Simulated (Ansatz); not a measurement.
# CH3CdCl (SMILES [CH3][Cd][Cl]): a rigid scan of the angle Cd2–C1–H6

One table from this session's results is given with a row withheld; the runs are named, their logs left out.

Method: single points in def2-TZVPP; program: Ansatz 0.2.0, Gaussian basis.

Levels: PBE-D4, r2SCAN-D4, PBE0-D4, B3LYP-D4, wB97M-V, Hartree-Fock, MP2, CCSD, CCSD(T). The scan takes 85.6, 91.6, 97.6, 103.6, 109.6, 115.6, 121.6, 127.6, 133.6°.

Correlated methods freeze the cores. Filled d shells of the heavier atoms are correlated. Core potentials replace the inner electrons past krypton, and spin-orbit coupling is left out. B3LYP uses VWN-RPA correlation.

27 further runs of the same task are left out: 27 set aside as unsound or not needed.

## Starting geometry

6 atoms, charge 0, spin multiplicity 1.

Atoms are counted from 1 here; the program's logs count them from 0.

Bond lengths: C1–Cd2 1.940 Å, C1–H4 1.092 Å, C1–H5 1.121 Å, C1–H6 1.117 Å, Cd2–Cl3 0.839 Å. Angles: Cd2–C1–H4 108.1°, Cd2–C1–H5 116.7°, Cd2–C1–H6 113.2°, H4–C1–H5 106.5°, H4–C1–H6 104.6°, H5–C1–H6 106.9°, C1–Cd2–Cl3 165.4°.

Coordinates:

```mol
CH3CdCl
  3D, bonds by distance, orders not assigned

  6  5  0  0  0  0  0  0  0  0999 V2000
   -0.1960    0.5033   -0.1411 C   0  0
    0.5083   -1.2599    0.2576 Cd  0  0
    0.8131   -1.9475    0.6301 Cl  0  0
   -1.0212    0.3874   -0.8474 H   0  0
   -0.5980    1.0919    0.7244 H   0  0
    0.5358    1.1607   -0.6698 H   0  0
  1  2  8  0
  1  4  8  0
  1  5  8  0
  1  6  8  0
  2  3  8  0
M  END
```

Set-up of the first run:

The input, pre/in.yaml:

```yaml
crystal:
  periodic: [false, false, false]
  atoms:
    - {symbol: C, position_ang: [-0.196000, 0.503300, -0.141100]}
    - {symbol: Cd, position_ang: [0.508300, -1.259900, 0.257600]}
    - {symbol: Cl, position_ang: [0.813100, -1.947500, 0.630100]}
    - {symbol: H, position_ang: [-1.021200, 0.387400, -0.847400]}
    - {symbol: H, position_ang: [-0.598000, 1.091900, 0.724400]}
    - {symbol: H, position_ang: [0.535800, 1.160700, -0.669800]}
basis:
  gaussian: {orbitals: def2-SVP}
hamiltonian: {xc: pbe, dispersion: d4}
relax: {f_tol: 0.03, max_steps: 250}
```

No record of the launch command was kept for these runs.

Steps of the session up to this table: A first relaxation in a small basis; Finding the minimum; The minimum at every level; Cd2–C1–H6 = 85.6°; Cd2–C1–H6 = 91.6°; Cd2–C1–H6 = 97.6°; Cd2–C1–H6 = 103.6°; Cd2–C1–H6 = 109.6°; Cd2–C1–H6 = 115.6°; Cd2–C1–H6 = 121.6°; Cd2–C1–H6 = 127.6°; Cd2–C1–H6 = 133.6°.

One of the session's tables, all rows but one given; the rest of the session is left out.

Energies less that of the minimum at the same level (kJ/mol):

| angle (°) | PBE-D4 | PBE0-D4 | B3LYP-D4 | wB97M-V | Hartree-Fock |
| --- | --- | --- | --- | --- | --- |
| 85.6 | 28.7 | 29.3 | 29.8 | 29.1 | 30.8 |
| 91.6 | 16.0 | 16.3 | 16.6 | 16.2 | 17.2 |
| 97.6 | 7.1 | 7.2 | 7.3 | 7.2 | 7.6 |
| 103.6 | 1.8 | 1.8 | 1.8 | 1.8 | 1.9 |
| 109.6 | 0.0 | 0.0 | 0.0 | 0.0 | 0.0 |
| 109.6 (minimum) | 0.0 | 0.0 | 0.0 | 0.0 | 0.0 |
| 115.6 | 1.7 | 1.8 | 1.8 | 1.8 | 1.9 |
| 121.6 | 6.8 | 7.0 | 7.1 | 7.0 | 7.4 |
| 127.6 | ? | ? | ? | ? | ? |
| 133.6 | 27.2 | 27.9 | 28.3 | 27.7 | 29.3 |

Estimate the missing values for angle (°) = 127.6.

Worked estimate for «PBE-D4». A straight line through the neighbours (121.6, 6.8) and (133.6, 27.2) gives 6.8 + (27.2 − 6.8) × (127.6 − 121.6) / (133.6 − 121.6) = 17.0; a parabola fitted to 3 rows on both sides gives 15.3.

The run gave: PBE-D4: 15.4; PBE0-D4: 15.7; B3LYP-D4: 16.0; wB97M-V: 15.7; Hartree-Fock: 16.6. In «PBE-D4» the line misses by +1.6 and the parabola by -0.1.

Limits of these values: A polynomial through the near points puts the CCSD(T) minimum at the PBE0-D4 value.
